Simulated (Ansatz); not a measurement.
# BeNbCl5: the cost of one run

Method: DFT PBE, scalar-relativistic, plane waves, PAW, in Ansatz 0.2.0.

1 further run of the same task is left out (set aside as unsound or not needed).

**1. The starting structure**

Symmetry: Cmmm, No. 65, orthorhombic system. Conventional cell: a = 5.360 Å, b = 6.974 Å, c = 8.695 Å, α = 90.00°, β = 90.00°, γ = 90.00°. Around Be (site symmetry mmm) lie 4 Cl at 2.42 Å and 2 Nb at 2.68 Å. Nb (site symmetry mmm) is surrounded by 4 Cl at 2.58 Å and 2 Be at 2.68 Å. Cl (site symmetry m) is surrounded by 2 Cl at 2.39 to 2.69 Å and 1 Be at 2.42 Å and 1 Nb at 2.58 Å. Cl (site symmetry mmm) is surrounded by 4 Cl at 2.69 Å.

Coordinates:

```
Be Nb Cl
1.0
     2.68017   -3.48703    0.00000
     2.68017    3.48703    0.00000
     0.00000    0.00000    8.69496
Be Nb Cl
1 1 5
Direct
  0.50000 0.50000 0.50000
  0.00000 0.00000 0.50000
  0.27711 0.27711 0.74215
  0.72289 0.72289 0.74215
  0.72289 0.72289 0.25785
  0.27711 0.27711 0.25785
  0.00000 0.00000 0.00000
```

A structure generator made this guess: random cell by space group and Wyckoff sites (Cmmm, No. 65). Its size is a rough estimate.

**2. The guess as it stands, on a coarse mesh**

input.yaml reads:

```yaml
crystal:
  lattice:
    - [2.68016501, -3.48703307, 0.0]
    - [2.68016501, 3.48703307, 0.0]
    - [0.0, 0.0, 8.69495935]
  atoms:
    - { symbol: Be, position: [0.5, 0.5, 0.5] }
    - { symbol: Nb, position: [0.0, 0.0, 0.5] }
    - { symbol: Cl, position: [0.27711281, 0.27711281, 0.74214849] }
    - { symbol: Cl, position: [0.72288719, 0.72288719, 0.74214849] }
    - { symbol: Cl, position: [0.72288719, 0.72288719, 0.25785151] }
    - { symbol: Cl, position: [0.27711281, 0.27711281, 0.25785151] }
    - { symbol: Cl, position: [0.0, 0.0, 0.0] }
basis:
  ecutwfc: 420
kpoints:
  mp_grid: { grid: [4, 4, 2] }
hamiltonian:
  xc: pbe
scf:
  occupations: { method: gaussian, width: 0.1 }
  lower_state_search: "off"
output:
  forces: true
  stress: true
  eigenvalues: true
```

The run is started by

```
$ ansatz run input.yaml --threads 1 --pin off --max-ram 2560MiB --backend cpu --events-out ev --progress --plain --runs-dir out
```

What time and memory should one allow on 1 thread of AMD EPYC 9R45 (Zen 5), shared host?

About 1.7 s, with a peak of 0.43 GiB.
